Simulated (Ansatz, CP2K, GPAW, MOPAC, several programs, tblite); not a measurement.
# AgCl from cheap methods to r2SCAN

Aim: run AgCl through methods of unlike cost and see what each gets, and at what price.

Method: no spin polarisation, static lattice; gaps from single points on the cell relaxed beforehand with r²SCAN, in MOPAC, tblite, CP2K, GPAW, Ansatz (versions at each run).

## 1. The system as given

Symmetry: Fm-3m, No. 225, cubic system. Conventional cell: a = 5.545 Å, b = 5.545 Å, c = 5.545 Å, α = 90.00°, β = 90.00°, γ = 90.00°. Around Ag (site symmetry m-3m) lie 6 Cl at 2.77 Å. Cl (site symmetry m-3m) is surrounded by 6 Ag at 2.77 Å.

As a file:

```
CELL_PARAMETERS angstrom
3.91668 0.00000 0.19365
0.00000 3.92125 0.00000
-0.27301 0.00000 5.53753
ATOMIC_POSITIONS crystal
Ag 0.25005 0.25000 0.25000
Ag 0.74995 0.75000 0.75000
Cl 0.75004 0.75000 0.25000
Cl 0.24996 0.25000 0.75000
```

The structure type (database structure) is imposed and need not be the compound's stable one.

**Question.** The methods are PM6, PM7, GFN1-xTB (tblite), GFN2-xTB (tblite), PBE/DZVP, PBE/single-zeta, PBE/SZV, coarse PBE, GLLB-SC, PBE, r2SCAN. What gap does r2SCAN give on this cell, and which other methods (full PBE left aside) come nearest to r2SCAN and farthest in gap, volume and bulk modulus?

| quantity | value |
| --- | --- |
| r2SCAN | gap 1.47 eV, 21.31 Å³/atom, B₀ 50 GPa |
| gap: nearest and farthest of the other methods | GFN1-xTB (tblite) (+0.40 eV), PM7 (+0.98 eV) |
| volume: nearest and farthest of the other methods | GFN1-xTB (tblite) (+1.7 %), PBE/DZVP (+5.1 %) |
| bulk modulus: nearest and farthest of the other methods | PBE/DZVP (-18 %), GFN1-xTB (tblite) (+26 %) |

In words: Among the 8 methods compared for the gap (full PBE left aside), GFN1-xTB (tblite) is nearest to r2SCAN and PM7 farthest. Among the 3 methods compared for the volume (full PBE left aside), GFN1-xTB (tblite) is nearest to r2SCAN and PBE/DZVP farthest. For the bulk modulus, of the 3 methods compared (full PBE left aside), PBE/DZVP comes nearest to r2SCAN and GFN1-xTB (tblite) is farthest. A minimal basis or a coarse cutoff and mesh shifts results by its own error, so closeness to r2SCAN can be chance. Cluster runs see only the k-points that fold onto the zone centre, so their gaps can miss the band edges. GLLB-SC is compared with its derivative discontinuity added. PM6 ended in an unphysical state and is left out of the comparison. No volume is given for PM7, PBE/single-zeta, PBE/SZV, coarse PBE, which can hide a larger miss. CPU times run from 1.1 s (coarse PBE) to 3.3 min (PM6). On this cell PM6, PM7, PBE/single-zeta, GLLB-SC cost more than r2SCAN itself (25 s), so they are no saving here. A cluster method computes far more atoms than the primitive cell, so on a small crystal it can cost more than plane waves. r2SCAN is a yardstick, not the truth: it usually gives gaps below the measured ones.
